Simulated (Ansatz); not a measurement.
**CH4FSSn radical: how energies converge with the basis set**

An exercise on one series of results from a longer session: the logs are not shown, and one member is left open.

Program: Ansatz 0.2.0, Gaussian basis. Level of theory: one geometry, several basis sets. These are calculated values, not measurements.

The runs, in order: PBE0-D4/def2-SVP; ωB97M-V/def2-SVP; PBE0-D4/def2-QZVPP; ωB97M-V/def2-QZVPP; the functionals' def2-TZVPP values are taken from earlier runs.

## The geometry

An earlier PBE0-D4 in a triple-zeta def2 set relaxation fixed the geometry. Sn takes the def2 core potential; no spin-orbit term is included.

SMILES `C[S][SnH][F]`, 8 atoms, charge 0, spin multiplicity 2.

Atoms are counted from 1 here; the program's logs count them from 0.

Bond lengths: C1–S2 1.817 Å, C1–H5 1.089 Å, C1–H6 1.090 Å, C1–H7 1.089 Å, S2–Sn3 2.405 Å, Sn3–F4 1.942 Å, Sn3–H8 1.741 Å. Angles: S2–C1–H5 110.7°, S2–C1–H6 106.2°, S2–C1–H7 111.2°, H5–C1–H6 109.0°, H5–C1–H7 110.3°, H6–C1–H7 109.3°, C1–S2–Sn3 99.8°, S2–Sn3–F4 101.7°, S2–Sn3–H8 109.1°, F4–Sn3–H8 104.2°.

Set-up of the first run:

in.yaml reads:

```yaml
crystal:
  periodic: [false, false, false]
  atoms:
    - {symbol: C, position_ang: [-0.886975, 0.885592, 0.548105]}
    - {symbol: S, position_ang: [-1.133453, -0.714063, -0.278075]}
    - {symbol: Sn, position_ang: [1.031910, -0.989180, -1.288894]}
    - {symbol: F, position_ang: [2.190192, -0.163872, 0.033967]}
    - {symbol: H, position_ang: [-1.032137, 1.707111, -0.151911]}
    - {symbol: H, position_ang: [-1.647018, 0.945612, 1.327047]}
    - {symbol: H, position_ang: [0.100446, 0.945452, 1.002465]}
    - {symbol: H, position_ang: [1.469136, -2.673852, -1.248403]}
basis:
  gaussian: {orbitals: def2-SVP}
magnetization: {spin_polarized: true, initial_magnetization: 1}
hamiltonian: {xc: pbe0, dispersion: d4}
output: {orbitals: {seedname: orbitals}}
```

Run with:

```sh
$ ansatz run in.yaml --threads 4 --pin off --events-out ev --progress --plain --max-ram 10444MiB
```

Among the steps run: PBE0-D4 in def2-SVP; ωB97M-V in def2-SVP; PBE0-D4 in def2-QZVPP; ωB97M-V in def2-QZVPP.

One table of the session follows, with a row left open; its other results are not shown here.

It belongs to the step «Density functionals: the series». 

| functional | basis | HOMO (eV) | LUMO (eV) |
| --- | --- | --- | --- |
| PBE0-D4 | def2-SVP | -6.36 | -3.66 |
| PBE0-D4 | def2-TZVPP | -6.47 | -3.75 |
| PBE0-D4 | def2-QZVPP | -6.49 | -3.77 |
| ωB97M-V | def2-SVP | -8.31 | -1.89 |
| ωB97M-V | def2-TZVPP | -8.45 | -2.05 |
| ωB97M-V | def2-QZVPP | ? | ? |

Q: Estimate the row for ωB97M-V, def2-QZVPP from the others.

**Answer.** HOMO (eV): -8.48; LUMO (eV): -2.10. In the column «HOMO (eV)» it is the lowest.
